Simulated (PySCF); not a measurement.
The system is OAlClH2, in a box.

```xyz
5
Lattice="13.0000 0.0000 0.0000 0.0000 13.0000 0.0000 0.0000 0.0000 11.0000" Properties=species:S:1:pos:R:3 pbc="T T T"
O     5.5959    7.0321    5.0230
Al    7.1370    6.8461    5.6748
Cl    7.8209    4.9358    6.2001
H     4.9865    6.3121    4.8679
H     8.0395    8.1062    5.8796
```

Program: PySCF 2.14.0. Alike in all runs: task atomic charges; potentials or basis 6-31g* (all-electron); no spin polarisation; cell as given; k mesh 1 × 1 × 1; smearing fixed.

Task: Order these runs on this cell by their band gap on the k mesh, lowest first.
A. level TPSS+D3(BJ); three-body dispersion term no; three-centre integrals read from an earlier run's file
B. level HSE06+D3(BJ); three-body dispersion term no; exxdiv ewald; three-centre integrals read from an earlier run's file
C. level PBE

Result: C (6.15 eV), A (6.44 eV), B (7.60 eV).

Caveats: this is a molecule in a periodic box at the Γ point, so its band gap is the HOMO-LUMO gap; the basis of atomic orbitals isn't converged, which shifts pressures, moduli and gaps; this program's HSE differs a little from the usual definition (some runs).

